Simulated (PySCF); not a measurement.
**C₅H₇GeN: a tour of settings**

Aim: see how C₅H₇GeN (`[GeH3][c]1ccncc1`) answers to the choice of functional, basis, grid and SCF options.

Programs: PySCF 2.14.0, with density-fitted response routines of our own. Each step states its level of theory. These are calculated values for one molecule, in the gas phase or a continuum, unless marked as measured. Atoms are numbered from 0 throughout.

## Step 1: The starting structure

14 atoms, charge 0, multiplicity 1; geometry from: GFN2-xTB.

Bonds of the start (Å): Ge0–C1 1.96, C1–C2 1.39, C2–C3 1.39, C3–N4 1.32, N4–C5 1.32, C5–C6 1.39, C6–C1 1.39, Ge0–H7 1.49, Ge0–H8 1.49, Ge0–H9 1.49, C2–H10 1.08, C3–H11 1.08, C5–H12 1.08, C6–H13 1.08.

## Step 2: NMR shieldings: PBE0/pcSseg-1

The job: settings as JSON, then the geometry in Å.

```
{"job": {"kind": "nmr", "xc": "PBE0", "basis": "pcSseg-1"}, "charge": 0, "multiplicity": 1}
Ge     2.297928     0.134912     0.081903
C      0.347519     0.012475     0.011625
C     -0.444164     1.151297     0.114272
C     -1.821800     1.020150     0.057133
N     -2.434702    -0.141992    -0.091792
C     -1.688166    -1.227999    -0.188845
C     -0.303136    -1.205405    -0.143466
H      2.750016     0.677493     1.398343
H      2.807212     1.061286    -0.974371
H      2.909610    -1.212223    -0.117441
H      0.012906     2.124340     0.235804
H     -2.470817     1.883750     0.132956
H     -2.229980    -2.157687    -0.311384
H      0.266893    -2.120872    -0.226905
```

With the program's defaults for keys left out, this is: GIAO PBE0/pcSseg-1 NMR shielding, non-relativistic, gas phase.

Started as:

```bash
$ OMP_NUM_THREADS=1 python probes_run.py task.json out
```

The driver reads the jobs from task.json and runs them one after another.

The program printed:

```text
coarse grid: 55744 points
cycle   1  E = -2325.6092044205  dE =  4.825e-01  |g| = 8.759e-01  |ddm| = 3.757e+00
cycle   2  E = -2325.5921194505  dE =  1.708e-02  |g| = 8.784e-01  |ddm| = 1.042e+00
cycle   3  E = -2325.6670990990  dE = -7.498e-02  |g| = 1.020e-01  |ddm| = 6.191e-01
cycle   4  E = -2325.6682617332  dE = -1.163e-03  |g| = 5.513e-02  |ddm| = 1.031e-01
cycle   5  E = -2325.6688626061  dE = -6.009e-04  |g| = 9.635e-03  |ddm| = 5.448e-02
cycle   6  E = -2325.6688811774  dE = -1.857e-05  |g| = 4.763e-03  |ddm| = 1.364e-02
cycle   7  E = -2325.6688871206  dE = -5.943e-06  |g| = 5.296e-04  |ddm| = 4.779e-03
final grid: 117680 points
cycle   8  E = -2325.6688890828  dE =  3.415e-08  |g| = 7.215e-04  |ddm| = 1.995e-03
cycle   9  E = -2325.6688888698  dE =  2.130e-07  |g| = 1.156e-03  |ddm| = 1.719e-03
cycle  10  E = -2325.6688892106  dE = -3.409e-07  |g| = 1.333e-04  |ddm| = 1.102e-03
cycle  11  E = -2325.6688892148  dE = -4.193e-09  |g| = 2.297e-05  |ddm| = 1.387e-04
cycle  12  E = -2325.6688892149  dE = -9.913e-11  |g| = 6.070e-06  |ddm| = 2.483e-05
converged SCF energy = -2325.6688892149

GIAO shielding tensors (ppm)
atom      isotropic    diamagn.    paramagn.     s11        s22        s33       span
  0 Ge    1561.436    2754.429   -1192.993   1445.347   1551.034   1687.927    242.580
  1 C       39.679     261.887    -222.208    -60.780     -8.301    188.117    248.897
  2 C       51.881     255.833    -203.952    -67.190     52.591    170.243    237.433
  3 C       32.228     250.785    -218.557    -78.009     27.773    146.921    224.930
  4 N      -94.444     330.815    -425.259   -416.875   -176.714    310.258    727.133
  5 C       31.631     250.724    -219.093    -78.728     27.093    146.528    225.255
  6 C       51.442     255.259    -203.817    -67.270     55.107    166.488    233.758
  7 H       27.470      28.671      -1.201     20.916     22.630     38.864     17.947
  8 H       27.474      28.688      -1.213     20.779     22.755     38.890     18.111
  9 H       27.752      28.918      -1.166     20.596     23.330     39.331     18.735
 10 H       24.148      33.129      -8.981     20.295     21.810     30.340     10.045
 11 H       22.754      29.301      -6.547     18.720     22.531     27.010      8.290
 12 H       22.756      29.259      -6.503     18.731     22.501     27.037      8.307
 13 H       24.106      33.115      -9.009     20.234     21.997     30.087      9.853
```

Run time: 31 s. Hardware: 1 thread of Arm Neoverse V1, shared host; peak memory 0.88 GiB.

The references, computed at this level on geometries of the same kind, shield at (ppm): 1H TMS 31.72, 13C TMS 186.9, 15N NH3 267.7, 73Ge GeMe4 1331. Their shielding less the atom's gives the shift. The references are single molecules in the gas phase, so shifts against H2O, NH3, PH3, H3PO4 or CFCl3 are not on the usual liquid scales and can be off by tens of ppm. Atoms listed in one row are averaged.

```csv
atoms,environment,σ (ppm),δ (ppm)
"C3, C5",aromatic CH next to a ring nitrogen,31.9,155.0
C1,substituted aromatic carbon,39.7,147.2
"C2, C6",aromatic CH,51.7,135.3
"H11, H12",hydrogen on an aromatic CH next to a ring nitrogen,22.75,8.96
"H10, H13",hydrogen on an aromatic CH,24.13,7.59
"H7, H8, H9",hydrogen on a germanium bonded to C,27.57,4.15
Ge0,"germanium bonded to C, 3 H",1561,-230
N4,pyridine-type ring nitrogen,-94.4,362.2
```

Charges from the same density, by scheme (e):

```
 atoms  Mulliken    IAO  Hirshfeld  ESP fit
   Ge0      0.40   0.49       0.31     0.17
    C1     -0.40  -0.21      -0.07     0.45
C2, C6     -0.14  -0.17      -0.06    -0.69
C3, C5      0.17  -0.01       0.02     0.59
    N4     -0.41  -0.27      -0.16    -0.74
```

Mayer bond orders: Ge0–C1 0.84, C1–C2 1.38, C2–C3 1.40, C3–N4 1.48, N4–C5 1.48, C5–C6 1.39, C6–C1 1.39.

Ring of atoms C1, C2, C3, N4, C5, C6: NICS(0) -6.7, NICS(1) -11.2, NICS(1)zz -28.2 ppm (means of both faces).

The fields below are evaluated on a grid from the run's orbitals.

Frontier orbitals at PBE0/pcSseg-1, with the share of their density that lies nearest to each atom:

```csv
orbital,energy (eV),lies on
HOMO,-7.37,N4 60 %; 4 C atoms about 6 % each
LUMO,-1.08,"C1 27 %; N4 22 %; C2, C5 about 10 % each"
```

ELF in a plane through or near 12 of the atoms.

Ten even steps from ' ' (0.00) to '@' (1.00):
```
                                                        
                                                        
                                                        
                      ::++##++      ..**++::            
                      @@@@@@@@--  ..%%@@@@@@++          
                      %%@@@@@@++..::@@@@@@@@##          
            ......    --%%@@%%++**++##@@@@##            
          ..----::..    ::++==::%%--**==--              
        ..----::..::====++%%----##==--##++==++==..      
        ..::..++**--++%%--..**::..::##::--@@@@%%==      
        ..::::++**==++%%--==**::..::##::==@@@@%%==      
      ..==%%##==::::====++%%++==##++::**++====--        
      --@@@@@@@@@@++    ::++----%%==##====..            
      ==@@@@@@@@@@++  ::##@@##++**++##@@@@%%..          
      ..##@@@@@@@@..  ##@@@@@@**....@@@@@@@@%%          
        ..**%%%%==    ##@@@@@@++    ##@@@@@@**          
                      ..++##++      ..++++::            
                                                        
                                                        
                                                        
```
The map spans 10.9 Å across and 9.5 Å up, centred on the molecule. Atoms in the plane (x, y in Å): Ge0 (-2.3, 0.0), C1 (-0.3, 0.0), C2 (0.4, 1.2), C3 (1.7, 1.1), N4 (2.4, 0.0), C5 (1.8, -1.1), C6 (0.4, -1.2), H9 (-2.8, -1.4), H10 (-0.2, 2.1), H11 (2.3, 2.1), H12 (2.4, -2.0), H13 (-0.1, -2.1).

On the surface of density 0.002 e/bohr³ the electrostatic potential runs, from the 1st to the 99th percentile, from -1.70 V near N4 to 1.14 V near H10.

## Step 3: Excited states and response: PBE0/def2-SVPD

Settings changed since step 2:

```diff
@@ -1,2 +1,2 @@
-{"job": {"kind": "nmr", "xc": "PBE0", "basis": "pcSseg-1"}, "charge": 0, "multiplicity": 1}
+{"job": {"kind": "uv", "xc": "PBE0", "basis": "def2-SVPD", "nstates": 6, "ntriplets": 2}, "charge": 0, "multiplicity": 1}
 Ge     2.297928     0.134912     0.081903
```

Method: TDDFT PBE0/def2-SVPD, vertical, gas phase, core orbitals frozen in the response.

The program printed:

```text
coarse grid: 55744 points
cycle   1  E = -2325.4563708062  dE =  4.926e-01  |g| = 4.530e-01  |ddm| = 8.670e+00
cycle   2  E = -2325.4474196248  dE =  8.951e-03  |g| = 5.200e-01  |ddm| = 3.953e+00
cycle   3  E = -2325.4906882431  dE = -4.327e-02  |g| = 6.166e-02  |ddm| = 2.601e+00
cycle   4  E = -2325.4911885147  dE = -5.003e-04  |g| = 3.814e-02  |ddm| = 4.307e-01
cycle   5  E = -2325.4914801598  dE = -2.916e-04  |g| = 9.307e-03  |ddm| = 2.603e-01
cycle   6  E = -2325.4915002278  dE = -2.007e-05  |g| = 4.118e-03  |ddm| = 4.855e-02
cycle   7  E = -2325.4915046512  dE = -4.423e-06  |g| = 3.083e-04  |ddm| = 1.103e-02
final grid: 117680 points
cycle   8  E = -2325.4915001301  dE = -3.851e-08  |g| = 4.077e-04  |ddm| = 1.490e-02
cycle   9  E = -2325.4915000830  dE =  4.712e-08  |g| = 5.870e-04  |ddm| = 2.433e-03
cycle  10  E = -2325.4915001693  dE = -8.638e-08  |g| = 7.585e-05  |ddm| = 1.421e-03
cycle  11  E = -2325.4915001709  dE = -1.505e-09  |g| = 1.403e-05  |ddm| = 3.484e-04
cycle  12  E = -2325.4915001709  dE = -4.366e-11  |g| = 5.588e-06  |ddm| = 7.740e-05
converged SCF energy = -2325.4915001709

Static polarisability (au): isotropic 91.905, principal 62.005 96.335 117.375

Singlet excitations
state   eV       nm        f      main configurations
  1   4.6276    267.9   0.00483   H->L 0.99
  2   5.0282    246.6   0.00005   H->L+1 0.99
  3   5.5530    223.3   0.03817   H-1->L 0.75, H-2->L+1 0.23
  4   6.3254    196.0   0.00715   H-2->L 0.51, H-1->L+1 0.46
  5   6.8138    182.0   0.01614   H->L+2 0.86
  6   7.0543    175.8   0.00277   H-3->L 0.95

Triplet excitations (Tamm-Dancoff, eV): 3.9549 4.2555
```

Run time: 43 s. Hardware: 1 thread of Arm Neoverse V1, shared host; peak memory 0.84 GiB.

The orbitals next to the gap, with their largest atomic shares:

```
orbital     eV                       atoms
 HOMO−3  -9.71  C1 32 %, Ge0 25 %, N4 12 %
 HOMO−2  -8.36   C1 25 %, N4 21 %, C6 13 %
 HOMO−1  -7.80   C2 21 %, C5 20 %, C3 20 %
   HOMO  -7.37   N4 54 %, C5 10 %, C3 10 %
   LUMO  -1.12   C1 24 %, N4 21 %, C2 12 %
 LUMO+1  -0.64   C3 20 %, C6 19 %, C2 17 %
 LUMO+2   0.31    Ge0 48 %, H9 8 %, H8 7 %
```

With each of the 6 states as a Gaussian band of 0.4 eV half-width at 1/e, the curve within the window shown has maxima at 224 nm (ε 1,600), 183 nm (ε 800) L/(mol cm). Beyond the last state computed it falls off for lack of states. The curve at chosen wavelengths:

```tsv
nm	ε (L/mol/cm)
169	170
175	507
180	754
186	764
191	619
197	468
202	448
208	655
213	1015
219	1435
225	1542
230	1343
236	930
241	606
247	350
252	248
258	210
264	207
269	203
275	183
280	156
286	117
291	87
297	56
302	37
308	21
```

Leading natural transition orbitals of singlet state 3: the hole lies on 4 C atoms about 21 % each; the particle on C1 28 %; N4 22 %; C2, C5 about 9 % each.

Leading natural transition orbitals of singlet state 1: the hole lies on N4 60 %; 4 C atoms about 6 % each; the particle on C1 26 %; N4 24 %; C5 12 %.

Further results of this job:

```csv
property,computed
dipole moment (D),1.81
polarisability (Å³),13.62
HOMO–LUMO gap (eV),6.25
−ε(HOMO) (eV),7.37
```

## Step 4: Shielding tensors: wB97X/pcseg-1 in cyclohexane

Settings changed since step 3:

```diff
@@ -1,2 +1,2 @@
-{"job": {"kind": "uv", "xc": "PBE0", "basis": "def2-SVPD", "nstates": 6, "ntriplets": 2}, "charge": 0, "multiplicity": 1}
+{"job": {"kind": "nmr", "xc": "wB97X", "basis": "pcseg-1", "solvent": "cyclohexane", "pop": false, "scf": {"aux": "def2-universal-jkfit"}}, "charge": 0, "multiplicity": 1}
 Ge     2.297928     0.134912     0.081903
```

With the program's defaults for keys left out, this is: GIAO wB97X/pcseg-1 NMR shielding, non-relativistic, IEF-PCM cyclohexane.

The program printed:

```text
final grid: 117680 points
cycle   1  E = -2326.1349116982  dE =  8.329e-01  |g| = 3.328e-01  |ddm| = 4.069e+00
cycle   2  E = -2326.1592757537  dE = -2.436e-02  |g| = 2.350e-01  |ddm| = 7.124e-01
cycle   3  E = -2326.1698330056  dE = -1.056e-02  |g| = 6.113e-02  |ddm| = 2.565e-01
cycle   4  E = -2326.1707303663  dE = -8.974e-04  |g| = 2.128e-02  |ddm| = 9.774e-02
cycle   5  E = -2326.1708422570  dE = -1.119e-04  |g| = 5.573e-03  |ddm| = 3.456e-02
cycle   6  E = -2326.1708516122  dE = -9.355e-06  |g| = 1.594e-03  |ddm| = 9.190e-03
cycle   7  E = -2326.1708527672  dE = -1.155e-06  |g| = 5.890e-04  |ddm| = 3.783e-03
cycle   8  E = -2326.1708529502  dE = -1.829e-07  |g| = 2.981e-04  |ddm| = 1.338e-03
cycle   9  E = -2326.1708529862  dE = -3.604e-08  |g| = 6.499e-05  |ddm| = 5.198e-04
cycle  10  E = -2326.1708529904  dE = -4.251e-09  |g| = 2.157e-05  |ddm| = 2.125e-04
cycle  11  E = -2326.1708529908  dE = -4.006e-10  |g| = 5.445e-06  |ddm| = 8.449e-05
converged SCF energy = -2326.1708529908

GIAO shielding tensors (ppm)
atom      isotropic    diamagn.    paramagn.     s11        s22        s33       span
  0 Ge    1676.426    2754.081   -1077.655   1558.314   1684.342   1786.622    228.308
  1 C       48.132     256.191    -208.059    -52.618     -2.209    199.221    251.839
  2 C       62.690     256.852    -194.162    -57.120     64.887    180.302    237.422
  3 C       44.695     251.828    -207.132    -65.813     37.427    162.472    228.285
  4 N      -63.108     334.086    -397.195   -356.054   -150.215    316.943    672.997
  5 C       44.056     251.772    -207.717    -66.667     36.675    162.159    228.825
  6 C       62.596     256.251    -193.655    -56.954     67.184    177.557    234.511
  7 H       27.780      29.251      -1.472     21.098     22.848     39.393     18.296
  8 H       27.778      29.262      -1.484     20.952     22.968     39.414     18.463
  9 H       27.994      29.435      -1.441     20.638     23.493     39.851     19.213
 10 H       24.273      32.958      -8.685     20.296     21.954     30.569     10.273
 11 H       23.036      29.346      -6.310     18.900     23.035     27.173      8.273
 12 H       23.034      29.303      -6.269     18.895     23.012     27.196      8.301
 13 H       24.227      32.951      -8.724     20.220     22.152     30.309     10.089
```

Run time: 24 s. Hardware: 1 thread of Arm Neoverse V1, shared host; peak memory 0.87 GiB.

This run: σ C3 44.4, C1 48.1, C2 62.6, Ge0 1676, H11 23.04, H10 24.25 ppm (means over like atoms).

## Step 5: NMR shieldings: PBE0/3-21G in dimethylsulfoxide

Settings changed since step 4:

```diff
@@ -1,2 +1,2 @@
-{"job": {"kind": "nmr", "xc": "wB97X", "basis": "pcseg-1", "solvent": "cyclohexane", "pop": false, "scf": {"aux": "def2-universal-jkfit"}}, "charge": 0, "multiplicity": 1}
+{"job": {"kind": "nmr", "xc": "PBE0", "basis": "3-21G", "solvent": "dimethylsulfoxide", "pop": true, "scf": {"conv": 1e-06}}, "charge": 0, "multiplicity": 1}
 Ge     2.297928     0.134912     0.081903
```

Level: GIAO PBE0/3-21G NMR shielding, non-relativistic, IEF-PCM dimethylsulfoxide.

The program printed:

```text
final grid: 117680 points
cycle   1  E = -2314.4888072292  dE = -7.273e-01  |g| = 2.351e-01  |ddm| = 3.991e+00
cycle   2  E = -2314.4910468279  dE = -2.240e-03  |g| = 2.394e-01  |ddm| = 5.963e-01
cycle   3  E = -2314.5040647891  dE = -1.302e-02  |g| = 4.120e-02  |ddm| = 2.726e-01
cycle   4  E = -2314.5044450045  dE = -3.802e-04  |g| = 1.252e-02  |ddm| = 4.724e-02
cycle   5  E = -2314.5044837920  dE = -3.879e-05  |g| = 2.334e-03  |ddm| = 1.717e-02
cycle   6  E = -2314.5044848989  dE = -1.107e-06  |g| = 1.112e-03  |ddm| = 3.819e-03
cycle   7  E = -2314.5044852298  dE = -3.309e-07  |g| = 2.663e-04  |ddm| = 1.474e-03
converged SCF energy = -2314.5044852298

GIAO shielding tensors (ppm)
atom      isotropic    diamagn.    paramagn.     s11        s22        s33       span
  0 Ge    2051.053    2729.660    -678.607   1917.118   2084.161   2151.881    234.763
  1 C       84.263     252.339    -168.076      3.931     39.006    209.852    205.921
  2 C       90.949     254.405    -163.456     -6.963     84.832    194.979    201.942
  3 C       77.518     251.463    -173.944    -15.303     69.786    178.072    193.376
  4 N      -21.537     343.909    -365.446   -311.362    -80.750    327.500    638.862
  5 C       77.186     251.494    -174.308    -15.700     69.379    177.879    193.580
  6 C       90.400     254.146    -163.745     -8.267     86.755    192.713    200.980
  7 H       28.573      29.220      -0.647     21.874     24.012     39.834     17.959
  8 H       28.561      29.237      -0.676     21.753     24.126     39.803     18.050
  9 H       28.646      29.440      -0.794     21.492     24.632     39.813     18.321
 10 H       25.215      31.032      -5.818     21.462     24.099     30.084      8.622
 11 H       23.992      29.601      -5.609     20.620     24.085     27.272      6.653
 12 H       24.019      29.589      -5.570     20.720     24.081     27.256      6.536
 13 H       25.231      31.180      -5.949     21.608     24.213     29.871      8.262
```

It took 9 s on 1 thread of Arm Neoverse V1, shared host; peak memory 0.64 GiB.

Key values: σ C3 77.4, C1 84.3, C2 90.7, Ge0 2051, H11 24.01, H10 25.22 ppm (means over like atoms).

(Part 1 of 2 ends here.)
